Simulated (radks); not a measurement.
# Taking charge from the 4s level of Sr in fractions

The task here is to estimate one member of a computed series from the others.

Method: scalar-relativistic Kohn-Sham, BLYP, spin-unpolarised, spherical densities, finite nucleus. Code: radks (a radial shooting solver on a logarithmic mesh, Libxc functionals) version 1.

### Starting point

* element: strontium (Z = 38)
* charge: 0
* electrons: 38
* configuration: [Kr] 5s2
* nuclear rms radius: 4.224 fm

The outer shells:

Sr
```
[Kr] core
5s [↑↓]
```

The first run:

The run's settings:

```text
Z 38
configuration [Kr] 5s2
relativity scalar-relativistic
functional b88,lyp
spin unpolarised
nucleus finite rms 4.224 fm
c 137.035999084
```

Steps of the session up to this table: Start: [Kr] 5s2.

One of the session's tables, all rows but one given; the rest of the session is left out.

It belongs to the step «Start: [Kr] 5s2». Radial moments (bohr):

```
level     <r>  outermost maximum (interpolated)  90 % within  nodes
   2s       ?                                 ?            ?      ?
   2p  0.1504                             0.116        0.245      0
   3s  0.4923                             0.436        0.730      2
   3p  0.4987                             0.431        0.758      1
   3d  0.4985                             0.376        0.808      0
   4s   1.356                              1.19         1.99      3
   4p   1.570                              1.32         2.36      2
   5s   4.309                              3.62         6.43      4
```

Estimate the missing values for 2s.

**Answer.** <r>: 0.1725; outermost maximum (interpolated): 0.145; 90 % within: 0.267; nodes: 1. In the column «<r>» it lies between 2p (0.1504) and 3s (0.4923).
